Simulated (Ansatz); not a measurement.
# CH5FO2Si2: up Jacob's ladder to CCSD(T)

Aim: compute CH5FO2Si2 with functionals from several rungs and with coupled cluster, and see how far each lands from CCSD(T) at the basis-set limit for the atomisation energy.

Computed with Ansatz 0.2.0, Gaussian basis. Level: functionals in def2-TZVPP, the program's frozen cores in correlated methods.

Plan: PBE-D4, r2SCAN-D4, PBE0-D4, B3LYP-D4, ωB97X-V, ωB97M-V, B2PLYP; CCSD(T)/def2-TZVPP; MP2/def2-QZVPP; extrapolation to the limit.

## (1) Structure used throughout

The geometry comes from an earlier relaxation with PBE0-D4 in a triple-zeta def2 set; it is a stationary point, not always the lowest conformer.

SMILES `O=C(O[SiH3])[SiH2]F`, 11 atoms, charge 0, spin multiplicity 1.

Atoms are counted from 1 here; the program's logs count them from 0.

Bond lengths: O1–C2 1.207 Å, C2–O3 1.333 Å, C2–Si5 1.909 Å, O3–Si4 1.702 Å, Si4–H7 1.479 Å, Si4–H8 1.479 Å, Si4–H9 1.479 Å, Si5–F6 1.594 Å, Si5–H10 1.478 Å, Si5–H11 1.478 Å. Angles: O1–C2–O3 122.7°, O1–C2–Si5 119.1°, O3–C2–Si5 118.1°, C2–O3–Si4 118.0°, O3–Si4–H7 110.1°, O3–Si4–H8 102.8°, O3–Si4–H9 110.1°, H7–Si4–H8 110.9°, H7–Si4–H9 111.7°, H8–Si4–H9 110.9°, C2–Si5–F6 111.3°, C2–Si5–H10 107.5°, C2–Si5–H11 107.5°, F6–Si5–H10 109.2°, F6–Si5–H11 109.2°, H10–Si5–H11 112.2°.

## (2) PBE-D4 (GGA)

The input, in.yaml:

```yaml
crystal:
  periodic: [false, false, false]
  atoms:
    - {symbol: O, position_ang: [-1.178276, 0.209473, -0.973129]}
    - {symbol: C, position_ang: [-0.210908, 0.383834, -0.272429]}
    - {symbol: O, position_ang: [0.352044, -0.595957, 0.435505]}
    - {symbol: Si, position_ang: [-0.333381, -2.150515, 0.336176]}
    - {symbol: Si, position_ang: [0.557700, 2.128491, -0.165382]}
    - {symbol: F, position_ang: [1.810992, 2.148607, 0.819185]}
    - {symbol: H, position_ang: [-1.724341, -2.126623, 0.838141]}
    - {symbol: H, position_ang: [0.535460, -2.948337, 1.227771]}
    - {symbol: H, position_ang: [-0.263374, -2.650160, -1.054055]}
    - {symbol: H, position_ang: [-0.482547, 3.041504, 0.353448]}
    - {symbol: H, position_ang: [1.001931, 2.502782, -1.524731]}
basis:
  gaussian: {orbitals: def2-TZVPP}
hamiltonian: {xc: pbe, dispersion: d4}
output: {forces: true, orbitals: {seedname: orbitals}}
```

On the command line:

```bash
> ansatz run in.yaml --threads 4 --pin off --events-out ev --progress --plain --max-ram 10444MiB
```

Further steps of the session: r2SCAN-D4 (meta-GGA); PBE0-D4 (hybrid); B3LYP-D4 (hybrid); ωB97X-V (range-separated); ωB97M-V (range-separated); B2PLYP (double hybrid); CCSD(T) in def2-TZVPP; MP2 in def2-QZVPP.

Before running them: what should the planned runs give, taken together? Wanted: atomisation energy, CCSD(T)/CBS; farthest; mean size of error, hybrid; mean size of error, range-separated; gap, smallest and largest; T1 diagnostic; triples share of the correlation energy.

**Answer**, as computed:

```
                               quantity                                 value
        atomisation energy, CCSD(T)/CBS                         4168.5 kJ/mol
 functionals within 20.8 kJ/mol (0.5 %)           r2SCAN-D4, ωB97X-V, ωB97M-V
                               farthest                 B2PLYP (-55.2 kJ/mol)
             mean size of error, hybrid                           38.6 kJ/mol
    mean size of error, range-separated                            7.3 kJ/mol
              gap, smallest and largest  4.54 eV (PBE-D4), 11.86 eV (ωB97X-V)
                          T1 diagnostic                                0.0155
triples share of the correlation energy                                 3.7 %
```

PBE-D4 is off by +52.3 kJ/mol. Double hybrids carry the basis error of their MP2 part in triple zeta, and no dispersion term here, so their miss is partly the set-up's. The reference freezes the cores and leaves out relativity and excitations past (T), so misses under about 20.8 kJ/mol can't be ranked. Hartree-Fock recovers 71 % of the binding; the rest is correlation. Orbital gaps span 4.5 to 11.9 eV; exact exchange widens them.
